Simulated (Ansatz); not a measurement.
# CH₄ClOSi radical: an energy map over two coordinates

Aim: map the energy of CH4ClOSi, SMILES CO[SiH]Cl, spin multiplicity 2 over two coordinates, and find its wells, ridges and stiffness.

Computed with Ansatz 0.2.0. Level: UKS SPW92 (LDA)/def2-TZVP.

## Step 1: The starting structure

SMILES `CO[SiH]Cl`, 8 atoms, charge 0, spin multiplicity 2.

Atoms are counted from 1 here; the program's logs count them from 0.

Bond lengths: C1–O2 1.418 Å, C1–H5 1.113 Å, C1–H6 1.112 Å, C1–H7 1.109 Å, O2–Si3 1.675 Å, Si3–Cl4 2.104 Å, Si3–H8 1.512 Å. Angles: O2–C1–H5 111.3°, O2–C1–H6 111.8°, O2–C1–H7 108.2°, H5–C1–H6 108.6°, H5–C1–H7 108.2°, H6–C1–H7 108.6°, C1–O2–Si3 126.4°, O2–Si3–Cl4 109.7°, O2–Si3–H8 104.1°, Cl4–Si3–H8 108.7°.

Geometry (Å):

```xyz
8

C    -0.5184    0.2990    1.0417
O    -0.2187    0.6427   -0.3013
Si    0.1851   -0.4191   -1.5328
Cl    1.7113   -1.7126   -0.8811
H    -1.5513   -0.1042    1.1359
H     0.1942   -0.4541    1.4447
H    -0.4481    1.2183    1.6577
H     0.7381    0.4730   -2.6205
```

This geometry comes from a loose relaxation at PBE in a small basis, which is not shown.

## Step 3: Plan of the scan

- umbrella angle at Si3 (between each of its bonds and their common axis; 90 is planar): 11 values from 56.4 to 123.6 °
- change of the bonds Si3–O2, Si3–Cl4, Si3–H8, all alike: 11 values from −0.191 to 0.295 Å

Nothing else is relaxed (all other coordinates rigid). Energies count from the relaxed molecule at the same level. Points are written as (first, second).

(The set-up runs are not shown.)

## Step 4: The run at (56.4°, 0.295 Å)

Input file input.yaml:

```yaml
crystal:
  periodic: [false, false, false]
  atoms:
    - { symbol: C, position_ang: [-2.309124, -0.983833, 0.046109] }
    - { symbol: O, position_ang: [-1.629527, -0.135064, -0.843498] }
    - { symbol: Si, position_ang: [0.159329, -0.395541, -1.516849] }
    - { symbol: Cl, position_ang: [-0.026926, -2.748633, -1.541134] }
    - { symbol: H, position_ang: [-2.675781, -1.888812, -0.470955] }
    - { symbol: H, position_ang: [-1.656608, -1.292157, 0.883553] }
    - { symbol: H, position_ang: [-3.174588, -0.435793, 0.44971] }
    - { symbol: H, position_ang: [-0.448257, -0.23233, -3.202837] }
magnetization:
  spin_polarized: true
  initial_magnetization: 1
basis:
  gaussian: { orbitals: def2-TZVP }
hamiltonian:
  xc: lda
output:
  forces: true
```

Run with:

```bash
ansatz run input.yaml --threads 1 --pin off --max-ram 2560MiB --backend cpu --events-out ev --progress --plain --runs-dir out
```

The session goes on with these runs: all other points of the grid.

Q: Predict the outcome of this session. Wanted: lowest point; highest computed point; dipole moment.

The runs gave:

| quantity | value |
| --- | --- |
| lowest point | (110.2°, 0.003 Å), 0.7 kJ/mol |
| highest computed point | (56.4°, −0.191 Å), 277 kJ/mol above the lowest |
| dipole moment (D) | 1.04 at (69.8°, 0.149 Å) to 2.23 at (83.3°, −0.191 Å); 1.32 at the lowest point |
| time for the whole task | 20 min on 1 thread, shared host |

The lowest computed point is at (110.2°, 0.003 Å), 0.7 kJ/mol from the relaxed molecule at the same level. The grid is coarse, so the true minimum lies between grid points and may sit elsewhere than the lowest one. A higher local minimum lies near (69.8°, 0.003 Å) (3.2 kJ/mol above the lowest at that grid point). The highest computed point, (56.4°, −0.191 Å), lies 277 kJ/mol above the lowest. On the interpolated surface the easiest way out of the lowest well to the well at (69.8°, 0.003 Å) passes a barrier of about 94 kJ/mol. Round the minimum the valley is somewhat tilted: raising the first coordinate shifts the best value of the second coordinate upwards (coupling k₁₂/√(k₁₁k₂₂) about −0.1). Between some neighbouring points the energy changes steeply; a change of electronic state there was not ruled out.
